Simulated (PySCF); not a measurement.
**CoOCl2: structure of the quartet**

Aim: relax CoOCl2 as a quartet from a trigonal pyramidal start, check by its vibrations whether the end is a minimum, and collect its spectrum and constants.

Computed with PySCF 2.14.0. Level: PBE0, basis Co def2-TZVP, O def2-TZVP, Cl def2-TZVP, no relativity, density fitting.

## 1. Starting geometry

4 atoms, charge 0, spin multiplicity 4.

Bond lengths: Co1–O2 1.600 Å, Co1–Cl3 2.100 Å, Co1–Cl4 2.100 Å. Angles: O2–Co1–Cl3 99.8°, O2–Co1–Cl4 99.7°, Cl3–Co1–Cl4 99.8°.

Z-matrix (Å, degrees; charge 0 multiplicity 4):
```
Co
O  1 1.6000
Cl 1 2.1000 2 99.75
Cl 1 2.1000 2 99.75 3 -101.77
```

## 2. The SCF at the typed geometry

One driver script runs all steps and calls PySCF; scf.py shows how it sets up the SCF of each step. The optimiser is the driver's own. After this first run the driver tries any further starts and a stability analysis.

Input file scf.py:

```python
from pyscf import gto, scf, dft
mol = gto.M(atom='''
Co     0.000000    -0.630410    -0.000010
O      1.599950    -0.617870     0.000030
Cl    -0.365930     0.672530    -1.605790
Cl    -0.365900     0.672520     1.605790''',
    basis={'Co': 'def2-TZVP', 'O': 'def2-TZVP', 'Cl': 'def2-TZVP'},
    charge=0, spin=3)
mf = dft.UKS(mol, xc='PBE0')
mf.grids.atom_grid = (50, 194)
aux = {'Co': 'def2-universal-JKFIT', 'O': 'def2-universal-JKFIT', 'Cl': 'def2-universal-JKFIT'}
mf = mf.density_fit(auxbasis=aux)
mf.conv_tol = 1e-08
mf.diis_space = 10
mf.max_cycle = 60
mf.init_guess = 'minao'
mf.verbose = 4
mf.kernel()
```

The run is started by

```
$ OMP_NUM_THREADS=4 python axn.py task.json out
```

What it wrote:

```text
init E= -2376.93684867989
[... the frontier-level lines of each cycle are left out ...]
cycle= 1 E= -2360.90679768673  delta_E=   16  |g|= 5.76  |ddm|= 7.16
cycle= 2 E= -2281.19671993052  delta_E= 79.7  |g|= 16.9  |ddm|= 13.6
cycle= 3 E= -2344.45863262625  delta_E= -63.3  |g|= 11.4  |ddm|= 7.49
cycle= 4 E= -2356.76718834738  delta_E= -12.3  |g|= 9.11  |ddm|= 2.69
cycle= 5 E= -2362.50815507605  delta_E= -5.74  |g|= 6.71  |ddm|= 4.87
cycle= 6 E= -2367.62486963889  delta_E= -5.12  |g|= 5.71  |ddm|= 3.84
cycle= 7 E= -2370.18318498074  delta_E= -2.56  |g|= 4.87  |ddm|= 2.22
cycle= 8 E= -2373.81098671274  delta_E= -3.63  |g|= 3.81  |ddm|= 1.76
cycle= 9 E= -2375.26601866377  delta_E= -1.46  |g|= 3.03  |ddm|= 0.953
cycle= 10 E= -2375.98088046175  delta_E= -0.715  |g|= 2.64  |ddm|= 0.285
cycle= 11 E= -2376.58100455639  delta_E= -0.6  |g|= 2.27  |ddm|= 0.538
cycle= 12 E= -2369.67095968716  delta_E= 6.91  |g|= 4.93  |ddm|= 4.12
cycle= 13 E= -2376.78984416511  delta_E= -7.12  |g|= 2.06  |ddm|= 4.11
cycle= 14 E= -2376.95051841239  delta_E= -0.161  |g|= 1.84  |ddm|= 0.408
cycle= 15 E= -2377.55817380092  delta_E= -0.608  |g|= 0.989  |ddm|= 0.569
cycle= 16 E= -2377.76802575873  delta_E= -0.21  |g|= 0.239  |ddm|= 0.468
cycle= 17 E= -2377.78752947918  delta_E= -0.0195  |g|= 0.201  |ddm|= 0.233
cycle= 18 E= -2377.79724564032  delta_E= -0.00972  |g|= 0.0782  |ddm|= 0.0694
cycle= 19 E= -2377.7976261936  delta_E= -0.000381  |g|= 0.09  |ddm|= 0.0407
cycle= 20 E= -2377.80040148195  delta_E= -0.00278  |g|= 0.033  |ddm|= 0.0574
cycle= 21 E= -2377.80149008087  delta_E= -0.00109  |g|= 0.0184  |ddm|= 0.0688
cycle= 22 E= -2377.80176743025  delta_E= -0.000277  |g|= 0.00844  |ddm|= 0.0227
cycle= 23 E= -2377.80222364875  delta_E= -0.000456  |g|= 0.0058  |ddm|= 0.0554
cycle= 24 E= -2377.80253803975  delta_E= -0.000314  |g|= 0.00516  |ddm|= 0.0447
cycle= 25 E= -2377.80252761335  delta_E= 1.04e-05  |g|= 0.00518  |ddm|= 0.00168
cycle= 26 E= -2377.80236728333  delta_E= 0.00016  |g|= 0.00476  |ddm|= 0.0255
cycle= 27 E= -2377.80184163663  delta_E= 0.000526  |g|= 0.00504  |ddm|= 0.109
cycle= 28 E= -2377.8018384206  delta_E= 3.22e-06  |g|= 0.00438  |ddm|= 0.00217
cycle= 29 E= -2377.8017511614  delta_E= 8.73e-05  |g|= 0.00384  |ddm|= 0.0374
cycle= 30 E= -2377.80166087748  delta_E= 9.03e-05  |g|= 0.0053  |ddm|= 0.0969
cycle= 31 E= -2377.80169997154  delta_E= -3.91e-05  |g|= 0.00151  |ddm|= 0.0313
cycle= 32 E= -2377.80171576345  delta_E= -1.58e-05  |g|= 0.00256  |ddm|= 0.0115
cycle= 33 E= -2377.80172555144  delta_E= -9.79e-06  |g|= 0.00313  |ddm|= 0.029
cycle= 34 E= -2377.80172981194  delta_E= -4.26e-06  |g|= 0.00104  |ddm|= 0.00462
cycle= 35 E= -2377.80173069305  delta_E= -8.81e-07  |g|= 0.00115  |ddm|= 0.00786
cycle= 36 E= -2377.8017324368  delta_E= -1.74e-06  |g|= 0.000589  |ddm|= 0.0109
cycle= 37 E= -2377.80173556353  delta_E= -3.13e-06  |g|= 0.00057  |ddm|= 0.00405
cycle= 38 E= -2377.8017379373  delta_E= -2.37e-06  |g|= 0.000359  |ddm|= 0.00602
cycle= 39 E= -2377.80173936349  delta_E= -1.43e-06  |g|= 0.000249  |ddm|= 0.00342
cycle= 40 E= -2377.80174029335  delta_E= -9.3e-07  |g|= 0.000182  |ddm|= 0.00379
cycle= 41 E= -2377.80174046324  delta_E= -1.7e-07  |g|= 0.000219  |ddm|= 0.00166
cycle= 42 E= -2377.80174059209  delta_E= -1.29e-07  |g|= 0.000112  |ddm|= 0.00114
cycle= 43 E= -2377.80174063674  delta_E= -4.47e-08  |g|= 6.41e-05  |ddm|= 0.00078
cycle= 44 E= -2377.80174067407  delta_E= -3.73e-08  |g|= 5.93e-05  |ddm|= 0.000581
cycle= 45 E= -2377.80174070932  delta_E= -3.52e-08  |g|= 5.35e-05  |ddm|= 0.000749
cycle= 46 E= -2377.80174076363  delta_E= -5.43e-08  |g|= 5.08e-05  |ddm|= 0.000801
cycle= 47 E= -2377.80174080595  delta_E= -4.23e-08  |g|= 4e-05  |ddm|= 0.000614
cycle= 48 E= -2377.80174084343  delta_E= -3.75e-08  |g|= 4.64e-05  |ddm|= 0.000635
cycle= 49 E= -2377.80174088126  delta_E= -3.78e-08  |g|= 3.29e-05  |ddm|= 0.000768
cycle= 50 E= -2377.80174088697  delta_E= -5.7e-09  |g|= 2.75e-05  |ddm|= 0.000305
Extra cycle  E= -2377.80174089198  delta_E= -5.01e-09  |g|= 4.14e-05  |ddm|= 0.000139
converged SCF energy = -2377.80174089198  <S^2> = 4.0248112  2S+1 = 4.1351233
```

This step, with its further starts and checks, took 41 s on 4 threads of Arm Neoverse V1, shared host.

Energies from each starting density:

```csv
start,energy (Eh)
the minimal-basis guess,-2377.801741
a thermally smeared density,-2377.816432
a smeared PBE density,-2377.816432
```

This is not the lowest solution: one lies 38.6 kJ/mol lower, at -2377.81643 Eh, and the relaxation starts from that.

## 3. Relaxation: trigonal pyramidal start, quartet

The program finds Cs symmetry in the start, which this walk keeps. Threshold on the gradient: 0.0003 Eh/bohr, with a further test on the energy change.

Edit scf.py of step 2 so:

```diff
@@ -3,4 +3,4 @@
-Co     0.000000    -0.630410    -0.000010
-O      1.599950    -0.617870     0.000030
-Cl    -0.365930     0.672530    -1.605790
-Cl    -0.365900     0.672520     1.605790''',
+Co     0.000001    -0.630410    -0.000000
+O      1.599951    -0.617870    -0.000000
+Cl    -0.365913     0.672526    -1.605790
+Cl    -0.365914     0.672524     1.605790''',
@@ -16 +15,0 @@
-mf.init_guess = 'minao'
```

Steps of the walk:

```csv
step,energy (Eh),change (kJ/mol),largest symmetric gradient (Eh/bohr)
0,-2377.816432,0.00,0.04097
1,-2377.829478,-34.25,0.02547
2,-2377.841595,-66.07,0.01911
3,-2377.847035,-80.35,0.02359
4,-2377.850382,-89.14,0.01147
5,-2377.852578,-94.90,0.00814
6,-2377.852994,-95.99,0.00862
7,-2377.853141,-96.38,0.00162
8,-2377.853166,-96.45,0.00077
9,-2377.853168,-96.45,0.00061
10,-2377.853172,-96.46,0.00008
11,-2377.853172,-96.46,0.00004
```

The walk took 52 s.

It settles in C2v symmetry, 96.5 kJ/mol below the start, after 11 steps: Co–Cl 2.079 Å (×2), Co–O 1.569 Å; Cl–Co–Cl 142.5°, Cl–Co–O 108.7° (×2).

## 4. Is it a minimum? Harmonic modes

The point is checked on the finer grid, and tightened if its gradient asks for it. The Hessian and the dipole derivatives come from central differences of analytic gradients, with steps of 0.02 bohr.

Edit scf.py of step 3 so:

```diff
@@ -3,4 +3,4 @@
-Co     0.000001    -0.630410    -0.000000
-O      1.599951    -0.617870    -0.000000
-Cl    -0.365913     0.672526    -1.605790
-Cl    -0.365914     0.672524     1.605790''',
+Co     0.125227    -0.080750    -0.000000
+O      1.444138    -0.931221    -0.000000
+Cl    -0.435800     0.281018    -1.969116
+Cl    -0.435801     0.281015     1.969116''',
@@ -10 +10 @@
-mf.grids.atom_grid = (50, 194)
+mf.grids.atom_grid = (75, 302)
@@ -13 +13 @@
-mf.conv_tol = 1e-08
+mf.conv_tol = 1e-10
```

This SCF starts from the last density.

SCF at the final geometry:

```text
init E= -2377.85309882622
[... the frontier-level lines of each cycle are left out ...]
cycle= 1 E= -2377.85309882534  delta_E= 8.79e-10  |g|= 6.23e-05  |ddm|= 2.09e-05
cycle= 2 E= -2377.8530987916  delta_E= 3.37e-08  |g|= 0.000385  |ddm|= 0.000127
cycle= 3 E= -2377.85309882624  delta_E= -3.46e-08  |g|= 4.64e-06  |ddm|= 0.00011
cycle= 4 E= -2377.85309882624  delta_E=    0  |g|= 5.87e-07  |ddm|= 3.04e-06
Extra cycle  E= -2377.85309882624  delta_E= 3.18e-12  |g|= 3.12e-06  |ddm|= 1.5e-06
converged SCF energy = -2377.85309882624  <S^2> = 3.805031  2S+1 = 4.0274215
```

The whole step took 95 s.

Geometry: C2v; Co–Cl 2.079 Å (×2), Co–O 1.569 Å; Cl–Co–Cl 142.5°, Cl–Co–O 108.7° (×2).

Harmonic modes (main isotopes):

```
symmetry  ω (cm⁻¹)  IR (km/mol)  μ (u)     type
      a1       121          0.7  35.89     bend
      b1       124         12.7  35.32     bend
      b2       147          0.5  18.74     bend
      a1       375          5.4  35.08  stretch
      b2       496          121  44.57  stretch
      a1       978         29.7  18.97  stretch
```

No imaginary mode, so this is a minimum.

Constants and moments:

```yaml
Dipole_moment: 0.61 D
Highest_occupied_level: -9.24 eV
Lowest_empty_level: -5.73 eV
Rotational_constants: 0.2503, 0.06216, 0.0498 cm⁻¹
Zero-point_energy: 13.4 kJ/mol
Principal_polarisabilities: 32.5, 56.2, 91.7 bohr³
Atomisation_energy_without_zero-point_energy: 926 kJ/mol
Principal_traceless_quadrupole_moments_about_the_centre_of_mass: -2.32, -0.84, 3.15 D Å
Entropy_at_298.15_K_and_1_bar_electronic_part_spin_only: 334.9 J/(mol K)
Heat_capacity_Cp_at_298.15_K: 70.7 J/(mol K)
Enthalpy_at_298.15_K_above_0_K: 16.84 kJ/mol
Rotational_symmetry_number: 2
Spin_squared_⟨S²⟩: 3.805
```

Populations by atom (charges in e):

| atom | Mulliken | Löwdin | polar tensor | spin (Mulliken) | Mayer order to Co1 |
| --- | --- | --- | --- | --- | --- |
| Co1 | 0.82 | -0.25 | 1.16 | 2.00 | – |
| O2 | -0.30 | -0.07 | -0.27 | 0.77 | 1.80 |
| Cl3,4 | -0.26 | 0.16 | -0.45 | 0.12 | 1.07 |

Outer orbital energies (eV). α occupied: -11.81, -11.09, -11.01, -10.28, -9.92, -9.73, -9.68, -9.35; empty: -5.73, -0.02, 1.71, 2.93. β occupied: -12.24, -11.11, -10.90, -10.32, -10.25, -10.08, -9.95, -9.24; empty: -4.75, -4.69, -4.52, -4.41.

Mulliken populations on Co1: s 6.48, p 12.44, d 7.26, f 0.00.

## 5. Results

| quantity | value |
| --- | --- |
| minimum | quartet, C2v |
| geometry | Co–Cl 2.079 Å (×2), Co–O 1.569 Å; Cl–Co–Cl 142.5°, Cl–Co–O 108.7° (×2) |
| wavenumbers (cm⁻¹) | 121 (a1), 124 (b1), 147 (b2), 375 (a1), 496 (b2), 978 (a1) |
| dipole moment | 0.61 D |
| highest occupied, lowest empty level (either spin) | -9.24, -5.73 eV |
| polar-tensor charge of Co1 | +1.16 e |
| zero-point energy | 13.4 kJ/mol |
| entropy at 298.15 K | 334.9 J/(mol K) |
| atomisation energy (no zero-point energy) | 926 kJ/mol |
| ⟨S²⟩ | 3.805 |

**Reading.** From Cs at the start the molecule goes to a C2v minimum. In the infrared the band at 496 cm⁻¹ (b2, stretch) leads. Most of the spin sits on Co1 (Mulliken spin 2.00, against 3 for the whole molecule). The first SCF alone would have been 39 kJ/mol too high. Only this shape and spin were tried, so other structures or states may lie lower. Open d and f shells are described by one determinant, and the ground state may have another occupation or spin.

The search up to here took 3.1 min.
